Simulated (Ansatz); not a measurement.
# H4O3SeTi: shape, modes and thermochemistry

What shape does H4O3SeTi take? The plan is to relax it, then compute its harmonic vibrations to see whether it is a minimum and to get the zero-point energy and entropy, and look at its orbitals and charge.

Program: Ansatz 0.2.0, Gaussian basis. Level of theory: RKS PBE0-D4/def2-TZVP. These are calculated values, not measurements.

The runs, in order: relaxation at PBE-D4/def2-SVP; relaxation at PBE0-D4/def2-TZVP; harmonic vibrations at the same level; a single point in def2-TZVPP for the fields.

## Step 1: Where the work starts

SMILES `[OH][Ti]([OH])([OH])[SeH]`, 9 atoms, charge 0, spin multiplicity 1.

Atoms are counted from 1 here; the program's logs count them from 0.

Bond lengths: O1–Ti2 1.918 Å, O1–H6 1.054 Å, Ti2–O3 1.937 Å, Ti2–O4 1.913 Å, Ti2–Se5 2.523 Å, O3–H7 1.017 Å, O4–H8 0.982 Å, Se5–H9 1.523 Å. Angles: Ti2–O1–H6 105.5°, O1–Ti2–O3 107.8°, O1–Ti2–O4 110.6°, O1–Ti2–Se5 110.5°, O3–Ti2–O4 107.6°, O3–Ti2–Se5 109.8°, O4–Ti2–Se5 110.5°, Ti2–O3–H7 107.0°, Ti2–O4–H8 105.7°, Ti2–Se5–H9 92.8°.

The start is a force-field geometry with small random shifts, so a cheaper pass at PBE-D4/def2-SVP comes first.

## Step 2: Optimising with PBE-D4/def2-SVP (cheap first pass)

The input, in.yaml:

```yaml
crystal:
  periodic: [false, false, false]
  atoms:
    - {symbol: O, position_ang: [-0.182500, 1.157400, -1.723800]}
    - {symbol: Ti, position_ang: [0.235800, -0.038900, -0.284800]}
    - {symbol: O, position_ang: [2.122300, -0.463000, -0.394700]}
    - {symbol: O, position_ang: [-0.736800, -1.676400, -0.468200]}
    - {symbol: Se, position_ang: [-0.270900, 1.043400, 1.937100]}
    - {symbol: H, position_ang: [-1.084100, 1.628000, -1.445400]}
    - {symbol: H, position_ang: [2.359300, -0.986700, 0.444100]}
    - {symbol: H, position_ang: [-0.668500, -2.125500, 0.401900]}
    - {symbol: H, position_ang: [-1.686200, 1.415500, 1.516700]}
basis:
  gaussian: {orbitals: def2-SVP}
hamiltonian: {xc: pbe, dispersion: d4}
relax: {f_tol: 0.03, max_steps: 200}
```

The run is started by

```
ansatz run in.yaml --threads 2 --pin off --events-out ev --progress --plain --max-ram 32768MiB --backend cpu
```

The log of the run, cut to the lines that bear on the results:

```text
Functional definition: PBE
  name "PBE"
  cite "Perdew, Burke & Ernzerhof, Phys. Rev. Lett. 77, 3865 (1996) doi:10.1103/PhysRevLett.77.3865"
  parent pbe
[...]
1387 factors; their error is unknown
[...]
mean field -94638.18440823 eV, -3477.8891289372 hartree, gradient 1.8e-5 eV, S^2 0.000000; 0 other end points of the search recorded, 0 dependent functions left out
[...]
reference -94638.18450728 eV, -3477.8891325771 hartree; 42, 42 occupied and 83, 83 virtual orbitals, 1387 factors
relax step   1: F+E_penalty+E_count = -94638.39210958 eV  Δ(F+E_penalty+E_count) = +0.000e0 eV  max|allowed force component| = 2.712e0 eV/Å  Δτ_max = 0.0000 Å  (58 SCF iters, accepted)
[...]
relax step   5: F+E_penalty+E_count = -94639.29255153 eV  Δ(F+E_penalty+E_count) = -4.238e-2 eV  max|allowed force component| = 3.725e-1 eV/Å  Δτ_max = 0.1997 Å  (38 SCF iters, accepted)
[...]
relax step   9: F+E_penalty+E_count = -94639.34507599 eV  Δ(F+E_penalty+E_count) = -2.446e-3 eV  max|allowed force component| = 1.008e-1 eV/Å  Δτ_max = 0.0558 Å  (34 SCF iters, accepted)
[...]
relax step  13: F+E_penalty+E_count = -94639.35132318 eV  Δ(F+E_penalty+E_count) = -1.736e-3 eV  max|allowed force component| = 1.394e-1 eV/Å  Δτ_max = 0.0769 Å  (32 SCF iters, accepted)
[...]
relax step  17: F+E_penalty+E_count = -94639.35436082 eV  Δ(F+E_penalty+E_count) = +1.662e-4 eV  max|allowed force component| = 2.810e-2 eV/Å  Δτ_max = 0.0316 Å  (33 SCF iters, rejected (line search))
[...]
relax step  18: F+E_penalty+E_count = -94639.35478440 eV  Δ(F+E_penalty+E_count) = -2.574e-4 eV  max|allowed force component| = 1.281e-2 eV/Å  Δτ_max = 0.0158 Å  (32 SCF iters, accepted)
1387 factors; their error is unknown
[...]
mean field -94639.13258180 eV, -3477.9239736730 hartree, gradient 1.8e-5 eV, S^2 0.000000; 1 other end points of the search recorded, 0 dependent functions left out
[...]
reference -94639.13267791 eV, -3477.9239772052 hartree; 42, 42 occupied and 83, 83 virtual orbitals, 1387 factors
Total energy: -94639.35488051 eV, -3477.9321430002 hartree
Atom 0 at    -0.221173     1.219835    -1.397053 Å, force    -0.002103    -0.003639     0.006277 eV/Å
Atom 1 at     0.273106     0.040509    -0.133412 Å, force     0.009518     0.007312     0.008941 eV/Å
Atom 2 at     2.048873    -0.205534    -0.141593 Å, force     0.006095     0.004403    -0.001396 eV/Å
Atom 3 at    -0.610404    -1.499773    -0.334003 Å, force    -0.007080    -0.008635    -0.005011 eV/Å
Atom 4 at    -0.263583     0.910614     2.112186 Å, force    -0.006976    -0.002395    -0.012809 eV/Å
Atom 5 at    -0.996186     1.149440    -1.982224 Å, force    -0.000478     0.000383    -0.001785 eV/Å
Atom 6 at     2.537589    -1.037134    -0.008801 Å, force    -0.005429    -0.001415    -0.000267 eV/Å
Atom 7 at    -1.122921    -2.048965     0.283154 Å, force     0.001860     0.002538     0.002138 eV/Å
Atom 8 at    -1.556900     1.424808     1.584646 Å, force     0.004594     0.001448     0.003912 eV/Å
Dipole moment:    -0.295369    -0.558295    -0.237714 e Å
```

It took 43 s on 2 threads of AMD EPYC 7R13, shared host.

The steps of the relaxation: (the energy doesn't fall at every step)

```tsv
step	energy from step 1 (eV)	largest force component (eV/Å)
1	0.0000	2.7123
2	-0.6131	1.6180
3	-0.7813	1.5125
4	-0.8581	0.8027
5	-0.9004	0.3725
6	-0.8805	0.8132
7	-0.9381	0.1342
8	-0.9505	0.1302
9	-0.9530	0.1008
10	-0.9528	0.3369
11	-0.9551	0.1197
12	-0.9575	0.0953
13	-0.9592	0.1394
14	-0.9596	0.1361
15	-0.8620	1.6431
16	-0.9624	0.0454
17	-0.9623	0.0281
18	-0.9627	0.0128
```

The force was under the threshold of 0.03 eV/Å already at step 17, but the program went on to step 18.

Distances of close pairs at the start and the end, largest changes first:

```tsv
bond	before (Å)	after (Å)	change (Å)
Ti2–H8	2.376	2.547	+0.172
Ti2–O3	1.937	1.793	-0.144
Ti2–O4	1.913	1.787	-0.126
O1–Ti2	1.918	1.798	-0.120
O1–H6	1.054	0.974	-0.081
Ti2–H6	2.422	2.502	+0.079
Ti2–H7	2.437	2.511	+0.074
Ti2–Se5	2.523	2.467	-0.056
```

## Step 3: Optimising with PBE0-D4/def2-TZVP

The input, in.yaml:

```yaml
crystal:
  periodic: [false, false, false]
  atoms:
    - {symbol: O, position_ang: [-0.221173, 1.219835, -1.397053]}
    - {symbol: Ti, position_ang: [0.273106, 0.040509, -0.133412]}
    - {symbol: O, position_ang: [2.048873, -0.205534, -0.141593]}
    - {symbol: O, position_ang: [-0.610404, -1.499773, -0.334003]}
    - {symbol: Se, position_ang: [-0.263583, 0.910614, 2.112186]}
    - {symbol: H, position_ang: [-0.996186, 1.149440, -1.982224]}
    - {symbol: H, position_ang: [2.537589, -1.037134, -0.008801]}
    - {symbol: H, position_ang: [-1.122921, -2.048965, 0.283154]}
    - {symbol: H, position_ang: [-1.556900, 1.424808, 1.584646]}
basis:
  gaussian: {orbitals: def2-TZVP}
hamiltonian: {xc: pbe0, dispersion: d4}
relax: {f_tol: 0.005, max_steps: 150}
```

The run is started by

```
ansatz run in.yaml --threads 2 --pin off --events-out ev --progress --plain --max-ram 32768MiB --backend cuda --devices 0, --max-vram 18GiB
```

The log of the run, cut to the lines that bear on the results:

```text
Functional definition: PBE0
  name "PBE0"
  cite "Adamo & Barone, J. Chem. Phys. 110, 6158 (1999) doi:10.1063/1.478522"
  cite "Perdew, Burke & Ernzerhof, Phys. Rev. Lett. 77, 3865 (1996) doi:10.1103/PhysRevLett.77.3865"
  parent pbe
[...]
1507 factors; their error is unknown
[...]
mean field -94659.73579002 eV, -3478.6811276098 hartree, gradient 2.1e-5 eV, S^2 0.000000; 0 other end points of the search recorded, 0 dependent functions left out
[...]
reference -94659.73582605 eV, -3478.6811289339 hartree; 42, 42 occupied and 168, 168 virtual orbitals, 1507 factors
relax step   1: F+E_penalty+E_count = -94659.92708894 eV  Δ(F+E_penalty+E_count) = +0.000e0 eV  max|allowed force component| = 6.385e-1 eV/Å  Δτ_max = 0.0000 Å  (34 SCF iters, accepted)
[...]
Total energy: -94659.95296422 eV, -3478.6891086144 hartree
Atom 0 at    -0.225133     1.196671    -1.418167 Å, force    -0.002128    -0.000718     0.000571 eV/Å
Atom 1 at     0.259223     0.038521    -0.141137 Å, force    -0.000198     0.000026     0.001120 eV/Å
Atom 2 at     2.025198    -0.224538    -0.131074 Å, force     0.001732     0.000397     0.000394 eV/Å
Atom 3 at    -0.650841    -1.483472    -0.311962 Å, force     0.000362     0.000950    -0.001130 eV/Å
Atom 4 at    -0.223114     0.952537     2.081129 Å, force    -0.000330     0.000462    -0.000626 eV/Å
Atom 5 at    -0.963933     1.183777    -2.028506 Å, force     0.001037     0.000204     0.000415 eV/Å
Atom 6 at     2.562304    -1.005249     0.011544 Å, force    -0.000798    -0.000847    -0.000595 eV/Å
Atom 7 at    -1.128332    -2.073079     0.271527 Å, force     0.000080    -0.000509     0.000431 eV/Å
Atom 8 at    -1.566970     1.368631     1.649546 Å, force     0.000245     0.000035    -0.000579 eV/Å
Dipole moment:    -0.275458    -0.540464    -0.201915 e Å
```

Wall time 36 s (1 × H100 (card shared with other runs) with 2 threads of AMD EPYC 7R13, shared host); peak host memory 0.9 GiB.

Relaxation path:

```tsv
step	energy from step 1 (eV)	largest force component (eV/Å)
1	0.0000	0.6385
2	-0.0202	0.1926
3	-0.0222	0.0698
4	-0.0224	0.1428
5	-0.0236	0.0606
6	-0.0233	0.2388
7	-0.0250	0.0423
8	-0.0256	0.0269
9	-0.0257	0.0222
10	-0.0258	0.0107
11	-0.0258	0.0021
```

Close pairs (by a distance rule), those that changed most:

```tsv
bond	before (Å)	after (Å)	change (Å)
Se5–H9	1.488	1.472	-0.017
Ti2–Se5	2.467	2.451	-0.017
O3–H7	0.974	0.958	-0.015
O1–H6	0.974	0.958	-0.015
O4–H8	0.972	0.957	-0.015
Ti2–O3	1.793	1.785	-0.007
O1–Ti2	1.798	1.791	-0.007
Ti2–O4	1.787	1.782	-0.005
```

Mulliken charges of the relaxed molecule (report file):

```tsv
atom	value (e)
O1	-0.69
Ti2	1.35
O3	-0.69
O4	-0.69
Se5	-0.43
H6	0.34
H7	0.34
H8	0.34
H9	0.14
```

## Step 4: Vibrations by finite differences

The input, in.yaml:

```yaml
crystal:
  periodic: [false, false, false]
  atoms:
    - {symbol: O, position_ang: [-0.225133, 1.196671, -1.418167]}
    - {symbol: Ti, position_ang: [0.259223, 0.038521, -0.141137]}
    - {symbol: O, position_ang: [2.025198, -0.224538, -0.131074]}
    - {symbol: O, position_ang: [-0.650841, -1.483472, -0.311962]}
    - {symbol: Se, position_ang: [-0.223114, 0.952537, 2.081129]}
    - {symbol: H, position_ang: [-0.963933, 1.183777, -2.028506]}
    - {symbol: H, position_ang: [2.562304, -1.005249, 0.011544]}
    - {symbol: H, position_ang: [-1.128332, -2.073079, 0.271527]}
    - {symbol: H, position_ang: [-1.566970, 1.368631, 1.649546]}
basis:
  gaussian: {orbitals: def2-TZVP}
hamiltonian: {xc: pbe0, dispersion: d4}
phonons: {temperatures: {t_min: 298.15, t_max: 900, t_step: 200}}
```

Same command.

The log of the run, cut to the lines that bear on the results:

```text
Functional definition: PBE0
  name "PBE0"
  cite "Adamo & Barone, J. Chem. Phys. 110, 6158 (1999) doi:10.1063/1.478522"
  cite "Perdew, Burke & Ernzerhof, Phys. Rev. Lett. 77, 3865 (1996) doi:10.1103/PhysRevLett.77.3865"
  parent pbe
[...]
1507 factors; their error is unknown
[...]
mean field -94659.76055306 eV, -3478.6820376347 hartree, gradient 1.9e-5 eV, S^2 0.000000; 0 other end points of the search recorded, 0 dependent functions left out
[...]
reference -94659.76058897 eV, -3478.6820389544 hartree; 42, 42 occupied and 168, 168 virtual orbitals, 1507 factors
[...]
1507 factors; their error is unknown
mean field -94659.76044056 eV, -3478.6820335004 hartree, gradient 1.9e-6 eV, S^2 0.000000; 0 other end points of the search recorded, 0 dependent functions left out
[...]
reference -94659.76047647 eV, -3478.6820348202 hartree; 42, 42 occupied and 168, 168 virtual orbitals, 1507 factors
[...]
Atom 1 at     0.259223     0.038521    -0.141137 Å, force    -0.000248     0.000077     0.001119 eV/Å
Atom 2 at     2.025198    -0.224538    -0.131074 Å, force     0.001747     0.000394     0.000392 eV/Å
Atom 3 at    -0.650841    -1.483472    -0.311962 Å, force     0.000386     0.000963    -0.001145 eV/Å
Atom 4 at    -0.223114     0.952537     2.081129 Å, force    -0.000303     0.000498    -0.000564 eV/Å
Atom 5 at    -0.963933     1.183777    -2.028506 Å, force     0.001086     0.000253     0.000427 eV/Å
Atom 6 at     2.562304    -1.005249     0.011544 Å, force    -0.000815    -0.000862    -0.000591 eV/Å
Atom 7 at    -1.128332    -2.073079     0.271527 Å, force     0.000081    -0.000513     0.000430 eV/Å
Atom 8 at    -1.566970     1.368631     1.649546 Å, force     0.000253    -0.000008    -0.000615 eV/Å
Dipole moment:    -0.275459    -0.540464    -0.201915 e Å
Vibrations: 81.56 128.38 151.30 168.33 185.10 213.24 237.21 266.80 285.82 331.99 369.42 431.29 449.49 474.54 738.64 795.69 810.23 2428.01 3923.92 3927.34 3942.76 cm⁻¹, zero-point energy 1.260985 eV
```

Wall time 76 s (1 × H100 (card shared with other runs) with 2 threads of AMD EPYC 7R13, shared host); peak host memory 0.91 GiB.

Motions are named by where the mode's potential energy lies. The modes, unscaled (a negative number is an imaginary wavenumber):

```tsv
mode	cm⁻¹	motion
1	82	torsion with bend
2	128	bend with torsion
3	151	torsion with bend
4	168	torsion with bend
5	185	bend with torsion
6	213	bend with torsion
7	237	torsion
8	267	torsion
9	286	torsion
10	332	bend with Ti–Se stretch
11	369	bend
12	431	bend
13	449	bend
14	475	bend
15	739	Ti–O stretch
16	796	Ti–O stretch
17	810	Ti–O stretch
18	2428	Se–H stretch
19	3924	O–H stretch
20	3927	O–H stretch
21	3943	O–H stretch
```

From these modes and the moments of inertia (298.15 K, 1 bar, symmetry number 1):

```tsv
term	value
zero-point energy	121.7 kJ/mol
H(298) − E	150.0 kJ/mol
entropy, translation	173.5 J/(mol K)
entropy, rotation	119.8 J/(mol K)
entropy, vibration	111.1 J/(mol K)
entropy, total	404.4 J/(mol K)
```

## Step 5: Orbitals, density and potential

Changes to in.yaml since step 4:

```diff
@@ -13,4 +13,4 @@
 basis:
-  gaussian: {orbitals: def2-TZVP}
+  gaussian: {orbitals: def2-TZVPP}
 hamiltonian: {xc: pbe0, dispersion: d4}
-phonons: {temperatures: {t_min: 298.15, t_max: 900, t_step: 200}}
+output: {orbitals: {seedname: orbitals}}
```

The run is started by

```
ansatz run in.yaml --threads 2 --pin off --events-out ev --progress --plain --max-ram 32768MiB --backend cpu
```

The log of the run:

```text
Functional definition: PBE0
  name "PBE0"
  cite "Adamo & Barone, J. Chem. Phys. 110, 6158 (1999) doi:10.1063/1.478522"
  cite "Perdew, Burke & Ernzerhof, Phys. Rev. Lett. 77, 3865 (1996) doi:10.1103/PhysRevLett.77.3865"
  parent pbe
  parameter a = 0.25
  parameter kappa = 0.804
  parameter beta = 0.06672455060314922
  exchange = (1 - a)*pbe_x(kappa = kappa, mu = beta*pi^2/3) + a*exact_x
  correlation = pbe_c(beta = beta)
1613 factors; their error is unknown
mean field evaluation 1: about -94644.3250 eV, gradient 9.7e1 eV
mean field evaluation 2: about -94460.9709 eV, gradient 3.8e2 eV
mean field evaluation 4: about -94655.9495 eV, gradient 4.2e1 eV
mean field evaluation 8: about -94659.4359 eV, gradient 4.6e-1 eV
mean field evaluation 16: about -94659.9851 eV, gradient 8.8e-5 eV
mean field -94659.98511403 eV, -3478.6902900980 hartree, gradient 8.6e-5 eV, S^2 0.000000; 0 other end points of the search recorded, 0 dependent functions left out
reference -94659.98515157 eV, -3478.6902914776 hartree; 42, 42 occupied and 219, 219 virtual orbitals, 1613 factors
Total energy: -94660.17752682 eV, -3478.6973611379 hartree
```

Run time: 7.5 s. Hardware: 2 threads of AMD EPYC 7R13, shared host; peak memory 0.9 GiB.

The fields below are evaluated on a grid from the run's orbitals.

Frontier orbitals at PBE0-D4/def2-TZVPP, with the share of their density that lies nearest to each atom:

```tsv
orbital	energy (eV)	lies on
HOMO	-6.86	Se5 77 %; H9 10 %
LUMO	-1.87	Ti2 75 %
```

ELF in a plane through or near 4 of the atoms.

Ten even steps from '0' (0.00) to '9' (1.00):
```
0000000000000000000000000000
0000000000000000000000000000
0000000000000013332100000000
0000000000000357886420000000
0000000000001578887530000000
0000000000002676436542100000
0000000000002672533787420000
0000024333211575216999850000
0000269876630147657999850000
0000369985844652333577410000
0000136776746861000001000000
0000002578521214651000000000
0000001345201577874000000000
0000000000005884874100000000
0000000000015788763000000000
0000000000002344321000000000
0000000000000111100000000000
0000000000000000000000000000
0000000000000000000000000000
0000000000000000000000000000
```
The map spans 10.5 Å across and 9.8 Å up, centred on the molecule. Atoms in the plane (x, y in Å): O1 (0.6, -1.7), O3 (-1.8, 0.0), H7 (-2.6, 0.4), H9 (2.3, 1.1).

On the surface of density 0.002 e/bohr³ the electrostatic potential runs, from the 1st to the 99th percentile, from -1.18 V near O1 to 2.57 V near H8.

## Step 6: Outcome

```
                  quantity            value
               point group               C1
                     steps          18 + 11
shift from the start (rms)          0.395 Å
              total energy   -94659.9530 eV
           dispersion term         -192 meV
             dipole moment           3.07 D
lowest, highest wavenumber    82, 3943 cm⁻¹
         zero-point energy     121.7 kJ/mol
       entropy at 298.15 K  404.4 J/(mol K)
                HOMO, LUMO  -6.86, -1.87 eV
```

What this shows: The relaxed geometry lies 0.39 Å (rms) from the start; the bond that changed most is Ti2–O3, from 1.937 to 1.785 Å. No mode is imaginary: a true minimum at this level. The stiffest mode, 3943 cm⁻¹, is an O–H stretch, and 5 modes under 200 cm⁻¹ make the vibrational entropy uncertain. Harmonic hybrid wavenumbers usually lie a few per cent above measured fundamentals. The largest Mulliken charge, +1.35 e, sits on Ti2. The HOMO lies mostly on Se5 77 %; H9 10 % and the LUMO on Ti2 75 %.
